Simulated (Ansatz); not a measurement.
**BGeH₄Na (SMILES [Na][BH][GeH3]): functionals against CCSD(T) at one geometry**

Aim: energy, forces and dipole at a structure displaced at random from a GFN2-xTB minimum, from CCSD(T) and from density functionals.

Method: single points in def2-TZVPP; program: Ansatz 0.2.0, Gaussian basis.

Correlated methods freeze the cores. Filled d shells of the heavier atoms are correlated. The outer core shell of Li, Na, Mg and K is correlated.

**1. Starting geometry**

SMILES `[Na][BH][GeH3]`, 7 atoms, charge 0, spin multiplicity 1.

Atoms are counted from 1 here; the program's logs count them from 0.

Bond lengths: Na1–B2 2.161 Å, B2–Ge3 1.916 Å, B2–H4 1.207 Å, Ge3–H5 1.539 Å, Ge3–H6 1.706 Å, Ge3–H7 1.553 Å. Angles: Na1–B2–Ge3 109.6°, Na1–B2–H4 142.9°, Ge3–B2–H4 107.1°, B2–Ge3–H5 115.5°, B2–Ge3–H6 113.3°, B2–Ge3–H7 133.1°, H5–Ge3–H6 86.7°, H5–Ge3–H7 104.7°, H6–Ge3–H7 91.5°.

Coordinates:

```xyz
7

Na   -2.3857   -1.2280   -0.0684
B    -0.2464   -1.2971    0.2318
Ge    0.5059    0.4338   -0.0998
H     0.6739   -2.0530    0.4274
H    -0.1245    1.2170   -1.2649
H    -0.1183    1.6479    0.9235
H     1.9434    1.0078    0.0296
```

**2. CCSD(T)/def2-TZVPP**

The input, run/in.yaml:

```yaml
crystal:
  periodic: [false, false, false]
  atoms:
    - {symbol: Na, position_ang: [-2.385700, -1.228000, -0.068400]}
    - {symbol: B, position_ang: [-0.246400, -1.297100, 0.231800]}
    - {symbol: Ge, position_ang: [0.505900, 0.433800, -0.099800]}
    - {symbol: H, position_ang: [0.673900, -2.053000, 0.427400]}
    - {symbol: H, position_ang: [-0.124500, 1.217000, -1.264900]}
    - {symbol: H, position_ang: [-0.118300, 1.647900, 0.923500]}
    - {symbol: H, position_ang: [1.943400, 1.007800, 0.029600]}
basis:
  gaussian: {orbitals: def2-TZVPP}
correlation: {method: ccsd_t}
output: {forces: true}
```

The command line of these runs was not kept.

**3. PBE0-D4/def2-TZVPP**

Edit run/in.yaml of step 2 so:

```diff
@@ -12,3 +12,3 @@
   gaussian: {orbitals: def2-TZVPP}
-correlation: {method: ccsd_t}
-output: {forces: true}
+hamiltonian: {xc: pbe0, dispersion: d4}
+output: {forces: true, orbitals: {seedname: orbitals}}
```

**4. wB97M-V/def2-TZVPP**

Edit run/in.yaml of step 3 so:

```diff
@@ -12,3 +12,3 @@
   gaussian: {orbitals: def2-TZVPP}
-hamiltonian: {xc: pbe0, dispersion: d4}
-output: {forces: true, orbitals: {seedname: orbitals}}
+hamiltonian: {xc: {name: wB97M-V}}
+output: {forces: true}
```

**5. r2SCAN-D4/def2-TZVPP**

Edit run/in.yaml of step 4 so:

```diff
@@ -12,3 +12,3 @@
   gaussian: {orbitals: def2-TZVPP}
-hamiltonian: {xc: {name: wB97M-V}}
+hamiltonian: {xc: r2scan, dispersion: d4}
 output: {forces: true}
```

**6. PBE-D4/def2-TZVPP**

Edit run/in.yaml of step 5 so:

```diff
@@ -12,3 +12,3 @@
   gaussian: {orbitals: def2-TZVPP}
-hamiltonian: {xc: r2scan, dispersion: d4}
+hamiltonian: {xc: pbe, dispersion: d4}
 output: {forces: true}
```

**7. HSE06-D4/def2-TZVPP**

Edit run/in.yaml of step 6 so:

```diff
@@ -12,3 +12,3 @@
   gaussian: {orbitals: def2-TZVPP}
-hamiltonian: {xc: pbe, dispersion: d4}
+hamiltonian: {xc: hse06, dispersion: d4}
 output: {forces: true}
```

**8. BLYP-D4/def2-TZVPP**

Edit run/in.yaml of step 7 so:

```diff
@@ -12,3 +12,3 @@
   gaussian: {orbitals: def2-TZVPP}
-hamiltonian: {xc: hse06, dispersion: d4}
+hamiltonian: {xc: {name: BLYP}, dispersion: d4}
 output: {forces: true}
```

(Steps that only read results are left out.)

Before running it: what results should come out? Wanted: energy less free atoms, CCSD(T)/def2-TZVPP; RMS force component; RMS force error; HOMO and LUMO, PBE0-D4; T1 diagnostic.

The runs gave:

| quantity | value |
| --- | --- |
| energy less free atoms, CCSD(T)/def2-TZVPP | -15.907 eV |
| RMS force component | 1.079 to 1.274 eV/Å over the methods |
| RMS force error | PBE0-D4 0.107, wB97M-V 0.059, r2SCAN-D4 0.150, PBE-D4 0.237, HSE06-D4 0.111, BLYP-D4 0.191 eV/Å |
| HOMO and LUMO, PBE0-D4 | -5.18 and -1.91 eV |
| T1 diagnostic | 0.014 |

In words: Against CCSD(T) the functionals' energies less atoms differ by -0.398 to -0.130 eV, PBE-D4 by -0.317 eV. A larger basis would deepen the CCSD(T) value, while the functionals are nearly converged already, so the order here is not reliable. The forces of wB97M-V come nearest to CCSD(T), those of PBE-D4 are farthest. Frozen-core CCSD(T) forces in triple zeta carry basis errors of their own, and this is one geometry, so small gaps rank nothing. The restricted Hartree–Fock reference is unstable towards an unrestricted one at one or more of these structures.
